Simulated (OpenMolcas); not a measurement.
**Mn²⁺ among point charges: CASSCF and CASPT2 levels and susceptibility**

How does a field of 6 point charges split the states of Mn²⁺, and what χT follows?

The numbers are computed with OpenMolcas 26.06 (state-averaged CASSCF and CASPT2, spin-orbit coupling by RASSI with atomic mean-field integrals), except any that are marked as measured or tabulated.

### 1 What is computed

| Property | Result |
| --- | --- |
| Species | Mn²⁺ (manganese, Z = 25, 23 electrons) |
| Basis | ANO-RCC-VDZP [5s4p2d1f], 34 functions |
| Scalar Hamiltonian | DKH2, point nucleus |
| Inactive shells | 1s 2s 2p 3s 3p |
| Active space | 5 electrons in 5 orbitals (3d) |
| Some configurations of this space | 3d⁵ |
| Orbitals | optimised for each spin and parity, averaged over all roots |

The outer shells:

3d5
```
3d [↑ ][↑ ][↑ ][↑ ][↑ ]
```

The ion sits among 6 point charges of -1 e arranged as a trigonal antiprism (D3d), 2.06 Å from the ion, with a polar angle of 61.9° against the regular 54.74°.

The work runs as a chain of OpenMolcas steps in one folder; each step below is one input file. Labels, J, g values, rates, χT and fits are worked out afterwards by a script from the matrices that RASSI stores. The input lists half of the charges; inversion (Group=XYZ) makes the rest.

### 2 Basis and integrals

a.inp reads:

```
&GATEWAY
Coord
1

Mn 0.0 0.0 0.0
Basis=ANO-RCC-VDZP
Group=XYZ
NoMove
AngMom=0.0 0.0 0.0
AMFI
XField
3 Angstrom 0
0.000000 1.816355 0.971831 -1.000000
1.573010 -0.908177 0.971831 -1.000000
1.573010 0.908177 -0.971831 -1.000000
&SEWARD
```

The run is started by

```
$ OMP_NUM_THREADS=1 MOLCAS_MEM=1689 MOLCAS_PROJECT=a pymolcas a.inp > a.log
```

### 3 Reference wave functions, sextets of even parity, 1 root

a.inp reads:

```
&RASSCF
FileOrb=start.orb
Symmetry=1
Spin=6
nActEl=5 0 0
Inactive=3 6
Ras2=5 0
CIRoot=1 1 1
SDav=1
CIMx=300
Iter=120 100
PrWF=0.3
OrbListing=Nothing
MaxOrb=0
>>> COPY $Project.JobIph JOB001
```

start.orb holds the contracted functions of the basis, ordered by shell, or the orbitals of the step before.

### 4 Reference wave functions, quartets of even parity, 24 roots

a.inp reads:

```
&RASSCF
FileOrb=start.orb
Symmetry=1
Spin=4
nActEl=5 0 0
Inactive=3 6
Ras2=5 0
CIRoot=24 24 1
SDav=24
CIMx=300
Iter=120 100
PrWF=0.3
OrbListing=Nothing
MaxOrb=0
>>> COPY $Project.JobIph JOB002
```

### 5 CASSCF: doublets of even parity, 75 roots

a.inp reads:

```
&RASSCF
FileOrb=start.orb
Symmetry=1
Spin=2
nActEl=5 0 0
Inactive=3 6
Ras2=5 0
CIRoot=75 75 1
SDav=75
CIMx=300
Iter=120 100
PrWF=0.3
OrbListing=Nothing
MaxOrb=0
>>> COPY $Project.JobIph JOB003
```

### 6 State interaction with spin-orbit coupling

a.inp reads:

```
&RASSI
NrOfJobIphs=3 1 24 75
1
1 2 3 4 5 6 7 8 9 10 11 12 13 14 15 16 17 18 19 20 21 22 23 24
1 2 3 4 5 6 7 8 9 10 11 12 13 14 15 16 17 18 19 20 21 22 23 24 25 26 27
28 29 30 31 32 33 34 35 36 37 38 39 40 41 42 43 44 45 46 47 48 49 50 51
52 53 54 55 56 57 58 59 60 61 62 63 64 65 66 67 68 69 70 71 72 73 74 75
IphNames
JOB001
JOB002
JOB003
EJob
SpinOrbit
DIPRint=1.0
SOCoupling=1000.0
Subsets=2
Property=9
'ANGMOM' 1 'ANGMOM' 2 'ANGMOM' 3 'MLTPL  1' 1 'MLTPL  1' 2 'MLTPL  1' 3
'AMFI' 1 'AMFI' 2 'AMFI' 3
SOProperty=3
'ANGMOM' 1 'ANGMOM' 2 'ANGMOM' 3
```

### 7 CASPT2: IPEA 0.25, imaginary shift 0.1 (closed shells correlated: 3s 3p)

a.inp reads:

```
>>> COPY JOB001 $Project.JobIph
&CASPT2
Multistate=1 1
Frozen=2 3
IPEA=0.25
Imaginary=0.1
MaxIter=60
WThr=0.0 0.3 0.05
PrWF=0.5
NoMix
>>> COPY JOB002 $Project.JobIph
&CASPT2
Multistate=24 1 2 3 4 5 6 7 8 9 10 11 12 13 14 15 16 17 18 19 20 21 22
23 24
NoMult
Frozen=2 3
IPEA=0.25
Imaginary=0.1
MaxIter=60
WThr=0.0 0.3 0.05
PrWF=0.5
NoMix
>>> COPY JOB003 $Project.JobIph
&CASPT2
Multistate=75 1 2 3 4 5 6 7 8 9 10 11 12 13 14 15 16 17 18 19 20 21 22
23 24 25 26 27 28 29 30 31 32 33 34 35 36 37 38 39 40 41 42 43 44 45 46
47 48 49 50 51 52 53 54 55 56 57 58 59 60 61 62 63 64 65 66 67 68 69 70
71 72 73 74 75
NoMult
Frozen=2 3
IPEA=0.25
Imaginary=0.1
MaxIter=60
WThr=0.0 0.3 0.05
PrWF=0.5
NoMix
```

(Steps that only read results are left out.)

What does the calculation give? Wanted: spin-free ground state; lowest level; next level.

**Answer**, as computed:

| quantity | value |
| --- | --- |
| method | SS-CASPT2, IPEA 0.25, imaginary shift 0.1 (closed shells correlated: 3s 3p) |
| spin-free ground state | 6A1, 1-fold in its orbital part |
| lowest level | 2-fold E1/2, g = 2.00, 6.01, 6.01 |
| next level | 0.1 cm⁻¹ |
| χT at 300 K | 4.39 cm³ K/mol |
| effective moment at 300 K | 5.92 μB |

Cost by method:

```csv
method,time of its own steps,time with the reference
A. CASSCF,21 s,21 s
"B. SS-CASPT2, IPEA 0.25, imaginary shift 0.1, +3s 3p",5.7 s,27 s
```

Times are of one thread on a shared host.

What this shows: The spin-free ground state (6A1) comes to 100 % from free-ion S terms and keeps the highest spin of the shell. χT at 300 K is 4.39, against 4.39 cm³ K/mol for the spin alone, as a half-filled shell (L = 0) has no orbital moment. An active space of the d shell alone favours high spin; real ions in strong fields can be low spin. CASPT2 does not keep the components of a term degenerate, and the means are used. The field of point charges can differ much from that of real complexes. With metal d orbitals alone active, the gaps between spin states are rough; where two lie within a few thousand cm-1, their order is open. Point charges carry no covalency, so the field is a model and not that of real ligands.
